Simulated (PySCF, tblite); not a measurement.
# C₆H₄O₂: geometry, infrared bands and NMR shifts

What infrared bands and NMR shifts should C₆H₄O₂ (`C#CC#CCC(=O)O`) show?

Computed with tblite 0.8.0 and PySCF 2.14.0, with density-fitted response routines of our own, on a single molecule in the gas phase. Atoms count from 0, in the outputs and in this text.

## Step 1: Starting geometry

12 atoms, charge 0, multiplicity 1; geometry from: force field or distance geometry start.

Bonds of the start (Å): C0–C1 1.24, C1–C2 1.41, C2–C3 1.22, C3–C4 1.47, C4–C5 1.51, C5–O6 1.28, C5–O7 1.36, C0–H8 1.05, C4–H9 1.09, C4–H10 1.13, O7–H11 1.02.

## Step 2: Optimising the geometry with GFN2-xTB

Job settings and geometry (Å):

```
{"job": {"kind": "relax", "xc": "GFN2-xTB", "basis": "xTB"}, "charge": 0, "multiplicity": 1}
C      4.101100    -0.425200    -0.056600
C      2.904300    -0.122600     0.013700
C      1.545100     0.220600     0.133200
C      0.363300     0.516900     0.209000
C     -1.062200     0.852900     0.357000
C     -1.941100    -0.361600     0.167900
O     -1.284900    -1.435300    -0.061000
O     -3.296400    -0.302100     0.251000
H      5.119600    -0.694500    -0.110900
H     -1.282900     1.408700     1.268400
H     -1.295100     1.481600    -0.557400
H     -3.869700    -1.140100     0.124500
```

On the command line:

```
$ OMP_NUM_THREADS=1 python probes_run.py task.json out
```

The driver reads the jobs from task.json and runs them one after another.

**Question.** This job is followed by: GFN2-xTB harmonic vibrations, gas phase; GIAO PBE0/pcSseg-1 NMR shielding, non-relativistic, gas phase. What will the session give for the following? strongest single infrared mode (GFN2-xTB); zero-point energy (GFN2-xTB); ¹³C shifts against TMS (PBE0/pcSseg-1); ¹H shifts against TMS (PBE0/pcSseg-1, means over atoms taken as alike); ¹⁷O shifts against H2O (PBE0/pcSseg-1).

As calculated:

| quantity | value |
| --- | --- |
| strongest single infrared mode (GFN2-xTB) | 1809 cm⁻¹, 426 km/mol |
| zero-point energy (GFN2-xTB) | 48.8 kcal/mol |
| ¹³C shifts against TMS (PBE0/pcSseg-1) | 172.6, 78.3, 74.1, 72.6, 72.5, 26.5 ppm |
| ¹H shifts against TMS (PBE0/pcSseg-1, means over atoms taken as alike) | 6.18, 3.45, 1.24 ppm |
| ¹⁷O shifts against H2O (PBE0/pcSseg-1) | 455.0, 209.1 ppm |

In words: Over 54 steps the energy fell by 0.805 eV; of the close pairs, C5–O6 changed most, 1.279 to 1.197 Å. All 30 modes are real, so the xTB geometry is a minimum. The strongest single mode, at 1809 cm⁻¹, moves mainly C5 and O6. Unscaled tight-binding wavenumbers are off by several per cent, some by more. Its intensities can rank the bands wrongly. At PBE0/pcSseg-1: The widest tensor belongs to O6: span 648 ppm, with a paramagnetic part of -523 ppm.
